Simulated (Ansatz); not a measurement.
# Nd4As: the cost of one run

Program: Ansatz 0.2.0. Level of theory: DFT PBE, scalar-relativistic, plane waves, PAW; 4f electrons in the core of a trivalent norm-conserving potential. These are calculated values, not measurements.

### Step 1. The structure to begin with

Symmetry: Im-3m, No. 229, cubic system. Conventional cell: a = 6.425 Å, b = 6.425 Å, c = 6.425 Å, α = 90.00°, β = 90.00°, γ = 90.00°. Around Nd (site symmetry -3m) lie 2 As at 2.78 Å. As (site symmetry m-3m) is surrounded by 8 Nd at 2.78 Å.

Structure file:

```cif
data_structure
_symmetry_space_group_name_H-M 'Im-3m'
_symmetry_Int_Tables_number 229
_cell_length_a 6.4250
_cell_length_b 6.4250
_cell_length_c 6.4250
_cell_angle_alpha 90.000
_cell_angle_beta 90.000
_cell_angle_gamma 90.000
_cell_volume 265.23
loop_
_atom_site_label
_atom_site_type_symbol
_atom_site_symmetry_multiplicity
_atom_site_Wyckoff_symbol
_atom_site_fract_x
_atom_site_fract_y
_atom_site_fract_z
_atom_site_occupancy
Nd1 Nd 8 c 0.25000 0.25000 0.25000 1
As1 As 2 a 0.00000 0.00000 0.00000 1
```

A structure generator made this guess: random cell by space group and Wyckoff sites (Im-3m, No. 229). The dimensions are guesses.

### Step 2. Probe: one point on a coarse mesh

Input file input.yaml:

```yaml
crystal:
  lattice:
    - [-3.21250111, 3.21250111, 3.21250111]
    - [3.21250111, -3.21250111, 3.21250111]
    - [3.21250111, 3.21250111, -3.21250111]
  atoms:
    - { symbol: Nd, position: [0.5, 0.5, 0.5] }
    - { symbol: Nd, position: [0.0, 0.0, 0.5] }
    - { symbol: Nd, position: [0.0, 0.5, 0.0] }
    - { symbol: Nd, position: [0.5, 0.0, 0.0] }
    - { symbol: As, position: [0.0, 0.0, 0.0] }
basis:
  ecutwfc: 660
kpoints:
  mp_grid: { grid: [4, 4, 4] }
hamiltonian:
  xc: pbe
  pseudopotentials:
    kind: paw
    azcp: { Nd: "pseudopotentials/pbe/nc/lanthanide_3plus/Nd.nc.azcp" }
scf:
  occupations: { method: gaussian, width: 0.1 }
  lower_state_search: "off"
output:
  forces: true
  stress: true
  eigenvalues: true
```

The run is started by

```
$ ansatz run input.yaml --threads 1 --pin off --max-ram 2560MiB --backend cpu --events-out ev --progress --plain --runs-dir out
```

Q: Estimate wall time and peak memory on 1 thread of Intel Xeon at 2.50GHz (Skylake/Cascade Lake), shared host.

About 10 s, with a peak of 0.44 GiB.
